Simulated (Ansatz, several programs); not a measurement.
An ordered 6-atom cell of SiGe5 on the diamond lattice (P3m1), relaxed with r2SCAN in Ansatz (plane waves, PAW): the symmetry is P3m1 (No. 156, trigonal); conventional cell a = 3.984 Å, c = 9.730 Å, 22.29 Å³ an atom. Around Si lie 4 Ge at 2.40–2.43 Å; around Ge lie 4 Ge at 2.44–2.46 Å; around Ge lie 4 Ge at 2.45 Å; around Ge lie 3 Si at 2.43 Å and 1 Ge at 2.46 Å; around Ge lie 4 Ge at 2.44–2.45 Å; around Ge lie 1 Si at 2.40 Å and 3 Ge at 2.45 Å. The cell was then scaled with its shape and fractional coordinates held, which makes it stiffer than a relaxed compression. All values are calculated for a non-magnetic cell, which may be hypothetical.

| V (Å³/atom) | E (meV/atom) |
| --- | --- |
| 20.957 | 21.42 |
| 21.626 | 5.04 |
| 22.295 | 0.00 |
| 23.632 | 17.18 |

Problem. Pass a cubic E = c₀ + c₁u + c₂u² + c₃u³, with u = V − 22.128 Å³, through these points.

Solution. c₀ = 0.29, c₁ = -3.579, c₂ = 11.257, c₃ = -0.9374 (meV and Å³).

Problem. Where is the minimum, and what bulk modulus follows?

Solution. dE/du = 0 at u = +0.162, so V₀ = 22.29 Å³. B = V₀ d²E/dV² = 22.29 × (2c₂ + 6c₃u) = 22.29 × 21.601 = 482 meV/Å³, and 1 meV/Å³ is 0.16022 GPa: 77 GPa. A third-order Birch-Murnaghan fit to all five points gives 22.29 Å³ and 76 GPa.

Problem. Predict the energy and the pressure at the withheld volume, 22.963 Å³.

Solution. With u = +0.835: E ≈ 4.60 meV and P = −dE/dV ≈ -2.12 GPa. The run gives 4.55 meV and, from its stress, -2.11 GPa.
